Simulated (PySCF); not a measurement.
# [Nd(OH)2]+: other functionals and bases at one geometry

An exercise on one series of results from a longer session: the logs are not shown, and one member is left open.

The runs use PySCF 2.14.0; several levels, as the steps say, no spin–orbit coupling.

1 further run of the same task is left out (for a known fault of the program).

## The system as given

5 atoms, charge 1, spin multiplicity 1.

Bond lengths: Nd1–O2 2.006 Å, Nd1–O4 2.006 Å, O2–H3 0.964 Å, O4–H5 0.964 Å. Angles: O2–Nd1–O4 109.6°, Nd1–O2–H3 166.5°, Nd1–O4–H5 166.5°.

Coordinates:

```
atom    x (Å)    y (Å)    z (Å)
 Nd1   0.0000   0.0000  -0.6415
  O2   1.6395  -0.0342   0.5146
  H3   2.2755  -0.0472   1.2388
  O4  -1.6395   0.0342   0.5146
  H5  -2.2755   0.0472   1.2388
```

Formal oxidation states: Nd +3. Each metal's 3 4f electrons lie in its core potential, so multiplicities, spins and levels count the valence alone. An earlier session relaxed this geometry at PBE0, Nd lcecp-1-SVP with ECP49, O def2-SVP, H def2-SVP (singlet, point group C2v).

At PBE0 on the finer grid: E = -185.187358 Eh, HOMO -13.49 eV, LUMO -6.67 eV, Mulliken charge on Nd1 +1.38 e, largest force component 0.003 eV/Å. 

Levels to run: B3LYP; BLYP; PBE0, TZVP. Hardware: 2 threads of Arm Neoverse V1, shared host.

The first run:

The input, run.py (the lines that set the calculation):

```python
mol = gto.M(atom='''
Nd     0.00000     0.00000    -0.64148
O      1.63953    -0.03420     0.51464
H      2.27552    -0.04719     1.23878
O     -1.63953     0.03420     0.51464
H     -2.27552     0.04719     1.23878''',
    basis={'Nd': 'lcecp-1-SVP', 'O': 'def2-SVP', 'H': 'def2-SVP'},
    ecp={'Nd': 'lcecp-1-SVP'},
    charge=1, spin=0)
mf = dft.RKS(mol, xc='B3LYP')
mf.grids.atom_grid = (75, 302)  # f atoms: unpruned, at least (60, 302)
mf = mf.density_fit()  # fitting sets: Nd AutoAux, O def2-universal-JKFIT, H def2-universal-JKFIT
mf.conv_tol = 1e-08; mf.max_cycle = 55
mf.kernel(dm0)  # dm0: the density of the relaxed state
```

The run is started by

```console
OMP_NUM_THREADS=2 python run.py
```

Among the steps run: B3LYP; BLYP; PBE0, TZVP.

One of the session's tables, all rows but one given; the rest of the session is left out.

| level | HOMO (eV) | gap (eV) | charge on Nd1 (e) | dipole (D) | largest force component (eV/Å) |
| --- | --- | --- | --- | --- | --- |
| PBE0 (relaxed here) | -13.49 | 6.81 | 1.38 | 2.56 | 0.00 |
| B3LYP | ? | ? | ? | ? | ? |
| BLYP | -11.75 | 4.28 | 1.21 | 2.13 | 0.86 |
| PBE0, TZVP | -13.55 | 6.90 | 1.81 | 2.79 | 0.16 |

Estimate the missing values for B3LYP.

As computed: HOMO (eV): -13.18; gap (eV): 6.14; charge on Nd1 (e): 1.34; dipole (D): 2.49; largest force component (eV/Å): 0.45. In the column «HOMO (eV)» it lies between PBE0 (relaxed here) (-13.49) and BLYP (-11.75).

The dipole of a charged species depends on the origin, so these sizes hold for this origin alone.

In one basis the HOMO–LUMO gap runs from 4.28 eV (BLYP) to 6.81 eV (PBE0). The largest leftover force, 0.86 eV/Å with BLYP, stands at a geometry relaxed at another level. With 4f in the core, its levels are missing from HOMO and gap, and its count is fixed, so no charge can pass from the ligands into it. Total energies of different levels can't be compared.
